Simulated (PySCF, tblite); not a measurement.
# C₄H₁₀BO₃ radical: geometry, infrared bands and EPR parameters

Wanted: the infrared bands and EPR parameters of C₄H₁₀BO₃ radical (`CCB(O)OC[CH]O`), by calculation.

Computed with tblite 0.8.0 and PySCF 2.14.0, with density-fitted response routines of our own, on a single molecule in the gas phase. Atoms count from 0, in the outputs and in this text.

**1. The molecule as given**

18 atoms, charge 0, multiplicity 2; geometry from: force field or distance geometry start.

Bonds of the start (Å): C0–C1 1.51, C1–B2 1.62, B2–O3 1.45, B2–O4 1.46, O4–C5 1.41, C5–C6 1.53, C6–O7 1.40, C0–H8 1.11, C0–H9 1.12, C0–H10 1.11, C1–H11 1.10, C1–H12 1.11, O3–H13 0.98, C5–H14 1.12, C5–H15 1.13, C6–H16 1.11, O7–H17 0.99.

**2. Geometry optimisation with GFN2-xTB**

What the job is given:

```
{"job": {"kind": "relax", "xc": "GFN2-xTB", "basis": "xTB"}, "charge": 0, "multiplicity": 2}
C     -2.546500     0.288200    -0.499200
C     -1.589300    -0.864000    -0.703200
B     -0.438900    -0.870900     0.430800
O     -0.806200    -1.055300     1.822600
O      0.967600    -0.741200     0.049900
C      1.317200     0.624500     0.051700
C      2.786900     0.763500    -0.339400
O      3.602700     0.128200     0.610700
H     -3.065800     0.204700     0.483700
H     -3.326200     0.268100    -1.296600
H     -2.020500     1.260700    -0.552900
H     -1.112900    -0.787400    -1.692100
H     -2.143300    -1.828300    -0.634200
H     -0.938600    -0.149100     2.183400
H      0.719800     1.207300    -0.689600
H      1.185100     1.074900     1.080000
H      3.065900     1.837700    -0.393900
H      4.334300    -0.275200     0.076700
```

Command:

```sh
> OMP_NUM_THREADS=1 python probes_run.py task.json out
```

One launch serves the whole session: the jobs run in the order shown.

**Question.** This job is followed by: GFN2-xTB harmonic vibrations, gas phase; UKS B3LYP, pcH-1 on B C H O, non-relativistic, mean-field spin-orbit, GIAO. Predict these results of the whole session: strongest single infrared mode (GFN2-xTB); zero-point energy (GFN2-xTB); g(iso) (B3LYP); ⟨S²⟩; largest a(iso) (averaged by class); potential on the surface of density 0.002 e/bohr³, 1st and 99th percentile.

The runs gave:

| quantity | value |
| --- | --- |
| strongest single infrared mode (GFN2-xTB) | 1195 cm⁻¹, 291 km/mol |
| zero-point energy (GFN2-xTB) | 89.6 kcal/mol |
| g(iso) (B3LYP) | 2.00294 |
| ⟨S²⟩ | 0.754 (exact 0.75) |
| largest a(iso) (averaged by class) | 13C on C6, 131.8 MHz |
| potential on the surface of density 0.002 e/bohr³, 1st and 99th percentile | -1.57 V and 2.83 V |

What this shows: Relaxing lowered the energy by 2.110 eV in 145 steps; the close pair that moved most is B2–O4, from 1.463 to 1.362 Å. All 48 modes are real, so the xTB geometry is a minimum. The strongest single mode, at 1195 cm⁻¹, is spread over many atoms; the largest shares are those of B2, H14. GFN2-xTB is a fitted tight-binding method: band positions and strengths are rough. Its intensities can rank the bands wrongly. Most of the unpaired spin sits on C6 (0.89 e). The isotropic g lies 0.6 ppt above the free-electron value.
